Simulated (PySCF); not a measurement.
# InH3 (SMILES [H][In]([H])[H]): levels of theory compared

Aim: a comparison of 3 runs (MP2/LANL2DZ, CISD/LANL2DZ, FCI/LANL2DZ) of InH3. The job is set up through a Python script.

The calculation is run with PySCF 2.14.0.

6 further runs of the same task are left out: 6 set aside as unsound or not needed.

## Step 1: The structure to begin with

The species is InH3 (4 atoms), meant as a singlet with charge 0. SMILES: `[H][In]([H])[H]`. The In1–H3 distance was set to 4.813 Å, away from the relaxed value. At this shape a bond of the SMILES string is far longer than usual.

Bond lengths: In1–H2 1.719 Å, In1–H4 1.718 Å. Angles: H2–In1–H4 120.1°.

## Step 2: A single-point energy at MP2/LANL2DZ (core potential) (run 1)

job.py reads:

```python
from pyscf import gto, mp

mol = gto.M(
    atom='''
In     1.503921    -2.704611     0.030492
H      3.222211    -2.731661     0.044542
H     -0.834510     1.501400    -0.017780
H      0.618221    -4.176751     0.035842
''',
    basis='lanl2dz',
    max_memory=1860,
    verbose=3,
    ecp={'In': 'lanl2dz'},
)

myscf = mol.RHF()
myscf.conv_tol = 1e-10
myscf.kernel()
if not myscf.converged:
    myscf = myscf.newton().run(myscf.mo_coeff, myscf.mo_occ)

pt = mp.MP2(myscf).run()
e_final = pt.e_tot
print('E = %.10f Eh' % e_final)
```

Started as:

```bash
$ OMP_NUM_THREADS=1 python job.py
```

Output:

```text
converged SCF energy = -3.2496231685318
E(RMP2) = -3.3588265353799  E_corr = -0.109203366848101
E(SCS-RMP2) = -3.37939771392366  E_corr = -0.129774545391857
E = -3.3588265354 Eh
```

Run time: 0.83 s. Hardware: 1 thread of Arm Neoverse V1, shared host; peak memory 0.12 GiB.

## Step 3: The energy at CISD/LANL2DZ (core potential) (run 2)

calc.py reads:

```python
from pyscf import gto, ci

mol = gto.M(
    atom='In 1.503921 -2.704611 0.030492; H 3.222211 -2.731661 0.044542; H -0.834510 1.501400 -0.017780; H 0.618221 -4.176751 0.035842',
    ecp={'In': 'lanl2dz'},
    verbose=3,
    charge=0,
    max_memory=1860,
    spin=0,
    basis='lanl2dz',
)

hf = mol.RHF()
hf.conv_tol = 1e-10
hf.kernel()
if not hf.converged:
    hf = hf.newton().run(hf.mo_coeff, hf.mo_occ)

cisd = ci.CISD(hf)
cisd.kernel()
energy = cisd.e_tot
print(f'total energy: {energy:.8f} hartree')
```

Started as:

```bash
$ OMP_NUM_THREADS=1 python calc.py
```

Output:

```text
converged SCF energy = -3.2496231685318
E(RCISD) = -3.40953975425725  E_corr = -0.15991658572545
total energy: -3.40953975 hartree
```

It took 0.87 s on 1 thread of Arm Neoverse V1, shared host; peak memory 0.12 GiB.

## Step 4: A single-point energy at FCI/LANL2DZ (core potential) (run 3)

calc.py reads:

```python
from pyscf import gto, scf, mcscf
from pyscf import fci

system = gto.M(
    atom='''
In     2.841999    -5.110974     0.057622
H      6.089096    -5.162091     0.084172
H     -1.576995     2.837235    -0.033599
H      1.168268    -7.892915     0.067732
''',
    max_memory=1860,
    ecp={'In': 'lanl2dz'},
    basis='lanl2dz',
    charge=0,
    unit='bohr',
    verbose=3,
)

myscf = scf.RHF(system)
myscf.conv_tol = 1e-10
myscf.kernel()
if not myscf.converged:
    myscf = myscf.newton().run(myscf.mo_coeff, myscf.mo_occ)

cas = mcscf.CASCI(myscf, myscf.mo_coeff.shape[-1] - 0, (system.nelec[0] - 0, system.nelec[1] - 0))  # full CI above the frozen core
cas.fcisolver = fci.direct_spin0.FCI(system)  # even spin states alone
cas.kernel()
print('<S^2> = %.4f' % cas.fcisolver.spin_square(cas.ci, cas.ncas, cas.nelecas)[0])
e_final = cas.e_tot
print('E(%s) = %.9f' % ('FCI', e_final))
```

Started as:

```bash
$ OMP_NUM_THREADS=1 python calc.py
```

Output:

```text
converged SCF energy = -3.24962317097871
CASCI E = -3.43112533140583  E(CI) = -5.96700732521663  S^2 = 0.0000000
<S^2> = 0.0000
E(FCI) = -3.431125331
```

Run time: 3.6 s. Hardware: 1 thread of Arm Neoverse V1, shared host; peak memory 0.14 GiB.

## Step 5: All runs side by side

```tsv
run	level	energy (Eh)	dipole moment (D) of the reference	HOMO energy (eV)	LUMO energy (eV)	wall time
1	MP2/LANL2DZ (core potential)	-3.358827	4.14	-6.04	-2.05	0.83 s
2	CISD/LANL2DZ (core potential)	-3.409540	4.14	-6.04	-2.05	0.87 s
3	FCI/LANL2DZ (core potential)	-3.431125	4.14	-6.04	-2.05	3.6 s
```

## Step 6: Outcome

| quantity | value |
| --- | --- |
| run 3: total energy | -3.43113 Eh |
| run 3: dipole moment (Hartree–Fock density) | 4.14 D |
| run 3: HOMO energy (Hartree–Fock orbitals) | -6.04 eV |
| run 3: LUMO energy (Hartree–Fock orbitals) | -2.05 eV |
| run 3: HOMO–LUMO gap (Hartree–Fock orbitals) | 3.99 eV |
| run 3: correlation energy | -181.5 mEh |

In words: Against full CI in this basis: MP2 +72.3 mEh; CISD +21.6 mEh. All runs together took 5.3 s, the longest 3.6 s.
